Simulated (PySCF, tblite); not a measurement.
**C₃H₇F₂Si₂ radical: geometry, infrared bands and EPR parameters**

Wanted: the infrared bands and EPR parameters of C₃H₇F₂Si₂ radical (`C=[C][Si@H]([SiH3])C(F)F`), by calculation.

Programs: tblite 0.8.0 and PySCF 2.14.0, with density-fitted response routines of our own. Each step states its level of theory. These are calculated values for one molecule in the gas phase, unless marked as measured. Atoms count from 0, in the outputs and in this text.

### 1 The molecule as given

14 atoms, charge 0, multiplicity 2; geometry from: force field or distance geometry start.

Bonds of the start (Å): C0–C1 1.31, C1–Si2 1.88, Si2–Si3 2.30, Si2–C4 1.84, C4–F5 1.36, C4–F6 1.37, C0–H7 1.09, C0–H8 1.08, Si2–H9 1.49, Si3–H10 1.50, Si3–H11 1.48, Si3–H12 1.50, C4–H13 1.10.

### 2 Optimising the geometry with GFN2-xTB

What the job is given:

```
{"job": {"kind": "relax", "xc": "GFN2-xTB", "basis": "xTB"}, "charge": 0, "multiplicity": 2}
C      2.801800    -0.177200    -0.792800
C      1.632900     0.022200    -0.238200
Si    -0.026500     0.294400     0.603900
Si    -1.336300    -1.583900     0.397800
C     -1.005100     1.670300    -0.119400
F     -2.178300     1.839800     0.546000
F     -1.346400     1.397600    -1.417400
H      3.702200    -0.251500    -0.191200
H      2.884100    -0.270100    -1.868500
H      0.234100     0.553700     2.051200
H     -0.646400    -2.759600     1.020200
H     -1.608900    -1.934200    -1.015500
H     -2.640000    -1.428100     1.123000
H     -0.467800     2.626100    -0.121100
```

The run is started by

```
$ OMP_NUM_THREADS=1 python probes_run.py task.json out
```

The driver reads the jobs from task.json and runs them one after another.

**Question.** This job is followed by: GFN2-xTB harmonic vibrations, gas phase; UKS B3LYP, pcH-1 on C F H Si, non-relativistic, mean-field spin-orbit, GIAO. What will the session give for the following? strongest single infrared mode (GFN2-xTB); zero-point energy (GFN2-xTB); g(iso) (B3LYP); ⟨S²⟩; largest a(iso) (averaged by class); potential on the surface of density 0.002 e/bohr³, 1st and 99th percentile.

**Answer**, as computed:

| quantity | value |
| --- | --- |
| strongest single infrared mode (GFN2-xTB) | 760 cm⁻¹, 602 km/mol |
| zero-point energy (GFN2-xTB) | 50.8 kcal/mol |
| g(iso) (B3LYP) | 2.00226 |
| ⟨S²⟩ | 0.758 (exact 0.75) |
| largest a(iso) (averaged by class) | 1H on H8, 182.2 MHz |
| potential on the surface of density 0.002 e/bohr³, 1st and 99th percentile | -0.95 V and 1.25 V |

Relaxing lowered the energy by 0.428 eV in 104 steps; the close pair that moved most is Si2–C4, from 1.837 to 1.945 Å. All 36 modes are real, so the xTB geometry is a minimum. The strongest single mode, at 760 cm⁻¹, has its largest shares on H11, H12 and H10 (the list is cut at 3 atoms). GFN2-xTB is a fitted tight-binding method: band positions and strengths are rough. Its intensities can rank the bands wrongly. C1 carries the largest spin population, 0.95 e. The isotropic g lies 0.1 ppt below the free-electron value. These values are for one conformer; the search (at its own cheap level) found 2 more, at 1.30, 1.76 kcal/mol, and measured spectra average over such forms.
